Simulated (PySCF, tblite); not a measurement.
# C₂H₈BN₂Si radical: geometry, infrared bands and EPR parameters

Aim: predict the infrared bands and EPR parameters of C₂H₈BN₂Si radical (`C[Si@H]1CN[B]N1`).

Computed with tblite 0.8.0 and PySCF 2.14.0, with density-fitted response routines of our own, on a single molecule in the gas phase. Atoms are numbered from 0 throughout.

## Step 1: The starting structure

14 atoms, charge 0, multiplicity 2; geometry from: force field or distance geometry start.

Bonds of the start (Å): C0–Si1 1.88, Si1–C2 1.84, C2–N3 1.46, N3–B4 1.55, B4–N5 1.52, N5–Si1 1.78, C0–H6 1.11, C0–H7 1.11, C0–H8 1.11, Si1–H9 1.46, C2–H10 1.12, C2–H11 1.10, N3–H12 1.05, N5–H13 1.04.

## Step 2: Optimising the geometry with GFN2-xTB

The job: settings as JSON, then the geometry in Å.

```
{"job": {"kind": "relax", "xc": "GFN2-xTB", "basis": "xTB"}, "charge": 0, "multiplicity": 2}
C      2.000400     0.149800    -0.447800
Si     0.252600     0.631300     0.045200
C     -0.982000    -0.423000    -0.819300
N     -1.736100    -1.166900     0.178400
B     -1.198700    -0.821000     1.588100
N     -0.045900     0.158200     1.733500
H      2.138500     0.377500    -1.527700
H      2.727700     0.738400     0.157600
H      2.149900    -0.934700    -0.266800
H     -0.003200     2.059300    -0.143100
H     -1.671200     0.229500    -1.420600
H     -0.475700    -1.129300    -1.501100
H     -2.740400    -0.867000     0.176000
H     -0.416700     0.997300     2.225300
```

On the command line:

```
$ OMP_NUM_THREADS=1 python probes_run.py task.json out
```

The driver reads the jobs from task.json and runs them one after another.

**Question.** This job is followed by: GFN2-xTB harmonic vibrations, gas phase; UKS B3LYP, pcH-1 on B C H N Si, non-relativistic, mean-field spin-orbit, GIAO. Predict these results of the whole session: strongest single infrared mode (GFN2-xTB); zero-point energy (GFN2-xTB); g(iso) (B3LYP); ⟨S²⟩; largest a(iso) (averaged by class); potential on the surface of density 0.002 e/bohr³, 1st and 99th percentile.

**Answer**, as computed:

| quantity | value |
| --- | --- |
| strongest single infrared mode (GFN2-xTB) | 2165 cm⁻¹, 385 km/mol |
| zero-point energy (GFN2-xTB) | 67.2 kcal/mol |
| g(iso) (B3LYP) | 2.00187 |
| ⟨S²⟩ | 0.752 (exact 0.75) |
| largest a(iso) (averaged by class) | 11B on B4, 530.1 MHz |
| potential on the surface of density 0.002 e/bohr³, 1st and 99th percentile | -0.94 V and 1.52 V |

What this shows: Over 56 steps the energy fell by 1.532 eV; of the close pairs, N3–B4 changed most, 1.548 to 1.383 Å. No mode is imaginary among the 36: a minimum at this level. The strongest single mode, at 2165 cm⁻¹, moves mainly H9. Unscaled tight-binding wavenumbers are off by several per cent, some by more. Its intensities can rank the bands wrongly. B4 carries the largest spin population, 0.97 e. The isotropic g lies 0.4 ppt below the free-electron value. The conformer search found further structures of the same energy, which may be mirror or relabelled copies of this one.
